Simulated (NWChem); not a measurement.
# MP2/pcseg-1 run of C2H4BFN− (SMILES [BH3-]C(F)C#N)

Aim: the energy difference between two shapes of C2H4BFN− at MP2/pcseg-1, from 2 runs. 

Program for the calculation: NWChem 7.3.0.

4 further runs of the same task are left out: 1 that didn't finish, 3 set aside as unsound or not needed.

### Step 1. The structure to begin with

C2H4BFN− has 9 atoms, charge -1, and is taken as a singlet. SMILES: `[BH3-]C(F)C#N`. The shape is that of a GFN2-xTB optimisation.

Bond lengths: B1–C2 1.686 Å, C2–F3 1.415 Å, C2–C4 1.420 Å, C4–N5 1.153 Å, B1–H6 1.213 Å, B1–H7 1.209 Å, B1–H8 1.206 Å, C2–H9 1.099 Å. Some angles: B1–C2–F3 113.7°, B1–C2–C4 109.9°, F3–C2–C4 109.3°, C2–C4–N5 177.2°, B1–C2–H9 109.5°, F3–C2–H9 105.0°, C4–C2–H9 109.3°, C2–B1–H6 106.2°, C2–B1–H7 107.1°, C2–B1–H8 110.0°.

### Step 2. A single-point energy at MP2/pcseg-1

Contents of run.py:

```python
from ase import Atoms
from ase.calculators.nwchem import NWChem

system = Atoms(['B', 'C', 'F', 'C', 'N', 'H', 'H', 'H', 'H'], positions=[
    [-0.479790, -0.930760, -0.336810],
    [0.457770, 0.225470, 0.455810],
    [1.850390, -0.003100, 0.350120],
    [0.154470, 1.519770, -0.043480],
    [-0.136530, 2.548170, -0.475450],
    [-1.636410, -0.637310, -0.116920],
    [-0.211420, -2.003380, 0.152660],
    [-0.243940, -0.911650, -1.519040],
    [0.245470, 0.192800, 1.533130],
])

calc = NWChem(
    label='c2h4bfn',
    theory='mp2',
    memory='2200 mb',
    basis='pcseg-1',
    basispar='spherical',
    charge=-1,
    scf={'nopen': '0', 'rhf': None, 'maxiter': '60', 'print': 'low'},
    mp2={'freeze': 'core 5'},
    task='energy',
)
system.calc = calc

print("Total energy (eV):", round(system.get_potential_energy(), 6))
```

Launch:

```sh
$ export ASE_NWCHEM_COMMAND="nwchem PREFIX.nwi > PREFIX.nwo"
$ python run.py
```

What it wrote:

```text
Total energy (eV): -7000.697944
```

The calculator wrote c2h4bfn.nwi:

```
title "c2h4bfn"

permanent_dir c2h4bfn

scratch_dir c2h4bfn

start c2h4bfn

geometry units angstrom nocenter noautosym noautoz
  B  -4.7978999999999999e-01 -9.3076000000000003e-01 -3.3681000000000000e-01
  C  4.5777000000000001e-01 2.2547000000000000e-01 4.5580999999999999e-01
  F  1.8503900000000000e+00 -3.0999999999999999e-03 3.5011999999999999e-01
  C  1.5447000000000000e-01 1.5197700000000001e+00 -4.3479999999999998e-02
  N  -1.3653000000000001e-01 2.5481699999999998e+00 -4.7544999999999998e-01
  H  -1.6364099999999999e+00 -6.3731000000000004e-01 -1.1692000000000000e-01
  H  -2.1142000000000000e-01 -2.0033799999999999e+00 1.5265999999999999e-01
  H  -2.4393999999999999e-01 -9.1164999999999996e-01 -1.5190399999999999e+00
  H  2.4546999999999999e-01 1.9280000000000000e-01 1.5331300000000001e+00
end

charge -1

memory 2200 mb

basis spherical noprint
   * library pcseg-1
end

scf
  nopen 0
  rhf
  maxiter 60
  print low
end
mp2
  freeze core 5
end

task mp2 energy
```

c2h4bfn.nwo:

```text
Northwest Computational Chemistry Package (NWChem) 7.3.0
             --------------------------------------------------------

           Job information
           ---------------

    nwchem branch   = 7.3.0
    use scalapack   = T
    input           = c2h4bfn.nwi
    prefix          = c2h4bfn.
    data base       = c2h4bfn/c2h4bfn.db
    status          = startup
    nproc           =        1

           Memory information
           ------------------

    heap     =     72089596 doubles =      550.0 Mbytes
    stack    =     72089601 doubles =      550.0 Mbytes
    global   =    144179200 doubles =     1100.0 Mbytes (distinct from heap & stack)
    total    =    288358397 doubles =     2200.0 Mbytes
    verify   = yes
    hardfail = no

           Directory information
           ---------------------

  0 permanent = c2h4bfn
  0 scratch   = c2h4bfn

                                NWChem Input Module
                                -------------------

                                      c2h4bfn
                                      -------

 Scaling coordinates for geometry "geometry" by  1.889725989
 (inverse scale =  0.529177249)

                             Geometry "geometry" -> ""
                             -------------------------

[... 21 lines left out ...]
            Nuclear Dipole moment (a.u.)
[... 72 lines left out ...]
       Final RHF  results
[... 2 lines left out ...]
         Total SCF energy =   -256.560861998953
      One-electron energy =   -647.064221076471
      Two-electron energy =    244.815575773647
 Nuclear repulsion energy =    145.687783303871
[... 16 lines left out ...]
  Use MO symmetry       = F
  Use skeleton AO sym   = F

  AO/Fock/Back tols     =   1.0D-09  1.0D-09  1.0D-09

 GA uses MA = F    GA memory limited = T

 Available:
  local mem=  1.26D+08
 global mem=  1.44D+08
 local disk=  0.00D+00
   1 passes of  14:        3145728                      41871                  13508673.
   1 passes of  14: M    126153044           G      144163000           F     123007316.

 Semi-direct pass number   1 of   1  for RHF alpha+beta  at        6.7s
 Done moints_semi at        7.6s
 Done maket at        7.7s
 Done multipass loop at        7.7s

          -------------------------------------------
          SCF energy                -256.560861998953
          Correlation energy          -0.710044305331
          Singlet pairs               -0.440235817965
          Triplet pairs               -0.269808487366
          Total MP2 energy          -257.270906304284
          -------------------------------------------

          ---------------------------------------------------
                    Spin Component Scaled (SCS) MP2
          Same spin pairs                     -0.179872324910
          Same spin scaling factor             0.333333333333
          Opposite spin pairs                 -0.530171980420
          Opposite spin scaling fact.          1.200000000000
          SCS-MP2 correlation energy          -0.696163818141
          Total SCS-MP2 energy              -257.257025817095
          ---------------------------------------------------

 -----------------------
 Task  times  cpu:        7.7s     wall:        7.7s
 Total times  cpu:        7.7s     wall:        7.7s
```

Run time: 8.7 s. Hardware: 1 thread of AMD EPYC 9R45 (Zen 5), shared host; peak memory 0.25 GiB.

### Step 3. The distorted shape

Contents of input.nw:

```
start input
memory 2200 mb
charge -1

geometry units angstrom noautosym nocenter noautoz
   B     -0.350305    -0.824766    -0.295832
   C      0.453001     0.289702     0.595733
   F      1.881922    -0.042740     0.325529
   C      0.061812     1.581667    -0.013701
   N     -0.159348     2.624212    -0.414904
   H     -1.660193    -0.747243    -0.224493
   H     -0.116692    -2.036190     0.088361
   H     -0.292455    -0.984591    -1.560539
   H      0.174910     0.276039     1.627284
end

basis spherical
   * library pcseg-1
end

scf
   maxiter 60
end

mp2
   freeze core 5
end

task mp2 energy
```

Launch:

```sh
$ nwchem input.nw > input.out
```

What it wrote:

```text
[...]
  functions       =    90
[...]
  wavefunction    = RHF
[...]
         Total SCF energy =   -256.527627023417
      One-electron energy =   -641.858594888143
      Two-electron energy =    242.128205588884
 Nuclear repulsion energy =    143.202762275842
        Time for solution =      5.4s
[...]
          Total MP2 energy          -257.239714332785
[...]
```

It took 7.2 s on 1 thread of AMD EPYC 9R45 (Zen 5), shared host; peak memory 0.25 GiB.

### Step 4. Results

Level: MP2/pcseg-1, 5 core orbitals frozen.

```
                                                              quantity          value
                                             first shape: total energy  -257.27091 Eh
              first shape: correlation energy (5 core orbitals frozen)     -710.0 mEh
                                         distorted shape: total energy  -257.23971 Eh
                  distorted shape: HOMO energy (Hartree–Fock orbitals)       -5.48 eV
                  distorted shape: LUMO energy (Hartree–Fock orbitals)        8.35 eV
distorted shape: HOMO–LUMO gap (to an unbound level, set by the basis)       13.83 eV
          distorted shape: correlation energy (5 core orbitals frozen)     -712.1 mEh
                                energy change with the atoms displaced       0.849 eV
```

What this shows: With the atoms displaced the energy rises by 0.85 eV (19.6 kcal/mol). The first shape isn't relaxed at this level, so the change isn't measured from a minimum. Mulliken charges (distorted shape) run from -0.51 on F3 to +0.18 on C2; they depend strongly on the basis.
